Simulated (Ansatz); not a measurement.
**C2H2Cl2Sn: a ladder of functionals and wavefunction methods**

The task here is to estimate one member of a computed series from the others.

The runs use Ansatz 0.2.0, Gaussian basis; functionals in def2-TZVPP, the program's frozen cores in correlated methods.

The runs, in order: LDA (SPW92), PBE-D4, revPBE-D4, BLYP-D4, r2SCAN-D4, B97M-V, PBE0-D4, B3LYP-D4, r2SCANh-D4, r2SCAN0-D4, HSE06-D4, BHLYP-D4, CAM-B3LYP-D4, LC-ωPBE, ωB97X-V, ωB97M-V, B2PLYP, PBE-QIDH; CCSD(T)/def2-SVP; CCSD(T)/def2-TZVPP; MP2/def2-QZVPP; extrapolation to the limit; RPA on PBE.

### The relaxed structure

The geometry comes from an earlier relaxation with PBE0-D4 in a triple-zeta def2 set; it is a stationary point, not always the lowest conformer. Sn takes the def2 core potential; no spin-orbit term is included.

SMILES `C#[C][SnH]([Cl])[Cl]`, 7 atoms, charge 0, spin multiplicity 1.

Atoms are counted from 1 here; the program's logs count them from 0.

Bond lengths: C1–C2 1.205 Å, C1–H6 1.067 Å, C2–Sn3 2.058 Å, Sn3–Cl4 2.309 Å, Sn3–Cl5 2.309 Å, Sn3–H7 1.691 Å. Angles: C2–C1–H6 179.8°, C1–C2–Sn3 179.2°, C2–Sn3–Cl4 107.9°, C2–Sn3–Cl5 107.9°, C2–Sn3–H7 115.3°, Cl4–Sn3–Cl5 106.8°, Cl4–Sn3–H7 109.3°, Cl5–Sn3–H7 109.3°.

Coordinates:

| atom | x (Å) | y (Å) | z (Å) |
| --- | --- | --- | --- |
| C1 | -1.66800 | 1.34967 | 0.38648 |
| C2 | -0.74491 | 0.59237 | 0.22454 |
| Sn3 | 0.83383 | -0.70449 | -0.02535 |
| Cl4 | 0.16389 | -2.36586 | -1.48204 |
| Cl5 | 2.54016 | 0.44842 | -1.06947 |
| H6 | -2.48534 | 2.02093 | 0.52530 |
| H7 | 1.42157 | -1.40903 | 1.39493 |

Set-up of the first run:

in.yaml reads:

```yaml
crystal:
  periodic: [false, false, false]
  atoms:
    - {symbol: C, position_ang: [-1.668001, 1.349669, 0.386479]}
    - {symbol: C, position_ang: [-0.744911, 0.592368, 0.224541]}
    - {symbol: Sn, position_ang: [0.833834, -0.704490, -0.025347]}
    - {symbol: Cl, position_ang: [0.163889, -2.365858, -1.482038]}
    - {symbol: Cl, position_ang: [2.540164, 0.448418, -1.069467]}
    - {symbol: H, position_ang: [-2.485343, 2.020925, 0.525301]}
    - {symbol: H, position_ang: [1.421568, -1.409031, 1.394932]}
basis:
  gaussian: {orbitals: def2-TZVPP}
hamiltonian: {xc: lda}
output: {orbitals: {seedname: orbitals}}
```

Steps of the session up to this table: LDA; PBE-D4 (GGA); revPBE-D4 (GGA); BLYP-D4 (GGA); r2SCAN-D4 (meta-GGA); B97M-V (meta-GGA); PBE0-D4 (hybrid); B3LYP-D4 (hybrid); r2SCANh-D4 (hybrid); r2SCAN0-D4 (hybrid); HSE06-D4 (hybrid); BHLYP-D4 (hybrid); CAM-B3LYP-D4 (range-separated); LC-ωPBE-D4 (range-separated; the results give it without D4); ωB97X-V (range-separated); ωB97M-V (range-separated); B2PLYP (double hybrid); PBE-QIDH (double hybrid).

One table of the session follows, with a row left open; its other results are not shown here.

It belongs to the step «Orbital energies across the functionals». 

| functional | HOMO (eV) | LUMO (eV) | gap (eV) |
| --- | --- | --- | --- |
| LDA (SPW92) | -7.78 | -2.72 | 5.06 |
| PBE-D4 | -7.60 | -2.43 | 5.17 |
| revPBE-D4 | -7.54 | -2.34 | 5.20 |
| BLYP-D4 | -7.41 | -2.37 | 5.04 |
| r2SCAN-D4 | -7.89 | -2.20 | 5.69 |
| B97M-V | -7.87 | -2.11 | 5.75 |
| PBE0-D4 | -8.88 | -1.49 | 7.39 |
| B3LYP-D4 | -8.60 | -1.79 | 6.81 |
| r2SCANh-D4 | -8.36 | -1.86 | 6.50 |
| r2SCAN0-D4 | -9.06 | -1.35 | 7.71 |
| HSE06-D4 | -8.47 | -1.86 | 6.61 |
| BHLYP-D4 | -9.94 | -0.49 | 9.44 |
| CAM-B3LYP-D4 | -10.23 | -0.46 | 9.77 |
| LC-ωPBE | ? | ? | ? |
| ωB97X-V | -11.29 | 0.65 | 11.94 |
| ωB97M-V | -11.14 | 0.51 | 11.65 |

**Question.** Estimate the row for LC-ωPBE.

**Answer.** HOMO (eV): -11.72; LUMO (eV): 0.77; gap (eV): 12.49. In the column «HOMO (eV)» it is the lowest.
